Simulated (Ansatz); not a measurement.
Working through an atomisation energy of C2H4AlN, SMILES C[C]1=[N][AlH]1

Program: the Python package of Ansatz (0.2.0).

Run as a notebook:

```python
from collections import Counter

import ansatz as az
```

```python
BASIS = 'def2-SVP'
FUNCTIONAL = 'PBE'
```

```python
def energy_of(molecule, charge=0, unpaired=0):
    calc = (
        molecule.calculation()
        .basis(gaussian=BASIS)
        .functional(FUNCTIONAL)
        .scf(lower_state_search='off')
    )
    if charge:
        calc = calc.charge(charge)
    if unpaired:
        calc = calc.spin('collinear', total=unpaired)
    return calc.run(threads=1).report['free_energy_ev']
```

```python
geometry_ang = [
    ('C', [-0.1229, 1.1838, -0.2479]),
    ('C', [0.3369, -0.1696, -0.1645]),
    ('N', [1.3102, -1.069, -0.4695]),
    ('Al', [0.1113, -1.781, 0.4675]),
    ('H', [0.136, 1.79, 0.6251]),
    ('H', [0.25, 1.7314, -1.1643]),
    ('H', [-1.2517, 1.2172, -0.3269]),
    ('H', [-0.6776, -2.9599, 1.2247]),
]
molecule = az.Crystal.molecule()
for symbol, xyz in geometry_ang:
    molecule = molecule.atom(symbol, xyz)
```

```python
# Hund ground states
unpaired = {'C': 2, 'N': 3, 'Al': 1, 'H': 1}
counts = Counter(site.symbol for site in molecule.cartesian_sites)
atom_energy = {s: energy_of(az.Crystal.molecule().atom(s, (0, 0, 0)), 0, unpaired[s]) for s in counts}
whole = energy_of(molecule, 0, 0)
for s, e in atom_energy.items():
    print(f'{s:2s} x{counts[s]}  {e:14.5f} eV')
print(f'C2H4AlN: {whole:.5f} eV')
split = sum(counts[s] * e for s, e in atom_energy.items()) - whole
print(f'atomisation energy (no zero-point term): {split:.3f} eV, {split / sum(counts.values()):.3f} eV an atom')
```

    C  x2     -1027.26350 eV
    N  x1     -1482.11110 eV
    Al x1     -6589.00858 eV
    H  x4       -13.56840 eV
    C2H4AlN: -10209.98161 eV
    atomisation energy (no zero-point term): 30.061 eV, 3.758 eV an atom

30.061 eV from the electronic energies, without the zero-point term.

Notes:
- The settings weren't tested for convergence.
- The geometry is a force-field or estimated start, not a minimum of this method, and the basis set is short of its limit. All parts are taken at fixed geometry, without zero-point energy.
- This functional overbinds, so such energies come out a few per cent too high (LDA far more).
- Wall time of the script: 1.5 s on 1 thread of Arm Neoverse V2, on a shared host, peak memory 0.16 GiB.
